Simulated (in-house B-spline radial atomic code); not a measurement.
**Yb: a fraction of an electron removed from 4f**

Aim: the energy of Yb as a fraction of an electron is removed from 4f, to see how far it bends away from a straight line.

Program: in-house B-spline radial atomic code version 1. Level of theory: non-relativistic PW91, spin-polarised, spherical fractional occupations, point nucleus, basis-set limit. These are calculated values, not measurements, unless marked.

## (1) What is computed

- element: ytterbium (Z = 70)
- charge: 0
- electrons: 70
- configuration: [Xe] 4f14 6s2
- Hamiltonian: non-relativistic
- nucleus: point

Outer shells as boxes (Hund's rule):

[Xe] 4f14 6s2
```
[Xe] core
4f [↑↓][↑↓][↑↓][↑↓][↑↓][↑↓][↑↓]
6s [↑↓]
```

Where spins are not typed, each open shell is filled with up spins first.

## (2) The start, at fraction 0

Settings, as recorded:

```ini
Z = 70
electrons = 70.0
configuration = [Xe] 4f14 6s2
hamiltonian = nr
method = pw91,pw91
spin_polarised = True
```

## (3) 0.03 electron removed from 4f

Settings, as recorded:

```ini
Z = 70
electrons = 69.97
configuration = [Xe] 4f13.97 6s2
hamiltonian = nr
method = pw91,pw91
spin_polarised = True
```

## (4) 0.18 electron removed from 4f

Settings, as recorded:

```ini
Z = 70
electrons = 69.82
configuration = [Xe] 4f13.82 6s2
hamiltonian = nr
method = pw91,pw91
spin_polarised = True
```

## (5) 0.34 electron removed from 4f

Settings, as recorded:

```ini
Z = 70
electrons = 69.66
configuration = [Xe] 4f13.66 6s2
hamiltonian = nr
method = pw91,pw91
spin_polarised = True
```

## (6) 0.4 electron removed from 4f

Settings, as recorded:

```ini
Z = 70
electrons = 69.6
configuration = [Xe] 4f13.6 6s2
hamiltonian = nr
method = pw91,pw91
spin_polarised = True
```

## (7) 0.5 electron removed from 4f

Settings, as recorded:

```ini
Z = 70
electrons = 69.5
configuration = [Xe] 4f13.5 6s2
hamiltonian = nr
method = pw91,pw91
spin_polarised = True
```

## (8) 0.55 electron removed from 4f

Settings, as recorded:

```ini
Z = 70
electrons = 69.45
configuration = [Xe] 4f13.45 6s2
hamiltonian = nr
method = pw91,pw91
spin_polarised = True
```

## (9) 0.65 electron removed from 4f

Settings, as recorded:

```ini
Z = 70
electrons = 69.35
configuration = [Xe] 4f13.35 6s2
hamiltonian = nr
method = pw91,pw91
spin_polarised = True
```

## (10) 0.85 electron removed from 4f

Settings, as recorded:

```ini
Z = 70
electrons = 69.15
configuration = [Xe] 4f13.15 6s2
hamiltonian = nr
method = pw91,pw91
spin_polarised = True
```

## (11) 0.88 electron removed from 4f

Settings, as recorded:

```ini
Z = 70
electrons = 69.12
configuration = [Xe] 4f13.12 6s2
hamiltonian = nr
method = pw91,pw91
spin_polarised = True
```

## (12) 1 electron removed from 4f

Settings, as recorded:

```ini
Z = 70
electrons = 69.0
configuration = [Xe] 4f13 6s2
hamiltonian = nr
method = pw91,pw91
spin_polarised = True
```

How does the energy change with the fraction, and which way and how far does it bend from the straight line between the ends?

As calculated:

| fraction | energy change (eV) | less the straight line (eV) | level 4f down (eV) | sum of <r²> (bohr²) |
| --- | --- | --- | --- | --- |
| 0 | 0.0000 | 0.0000 | -7.616 | 78.414 |
| 0.03 | 0.2350 | -0.2304 | -8.052 | 77.661 |
| 0.18 | 1.6094 | -1.1830 | -10.290 | 74.232 |
| 0.34 | 3.4537 | -1.8210 | -12.780 | 71.079 |
| 0.4 | 4.2492 | -1.9563 | -13.739 | 70.005 |
| 0.5 | 5.7042 | -2.0527 | -15.366 | 68.328 |
| 0.55 | 6.4931 | -2.0394 | -16.193 | 67.536 |
| 0.65 | 8.1962 | -1.8878 | -17.873 | 66.038 |
| 0.85 | 12.1144 | -1.0723 | -21.331 | 63.332 |
| 0.88 | 12.7623 | -0.8899 | -21.860 | 62.955 |
| 1 | 15.5138 | 0.0000 | -24.006 | 61.516 |

From fraction 0 to 1 the energy changes by 15.514 eV. It sags under the straight line by up to 2.05 eV (at 0.5). Slater's transition state, the slope from the orbital energy at fraction 0.5 (Janak's theorem), gives 15.366 eV for the whole step.
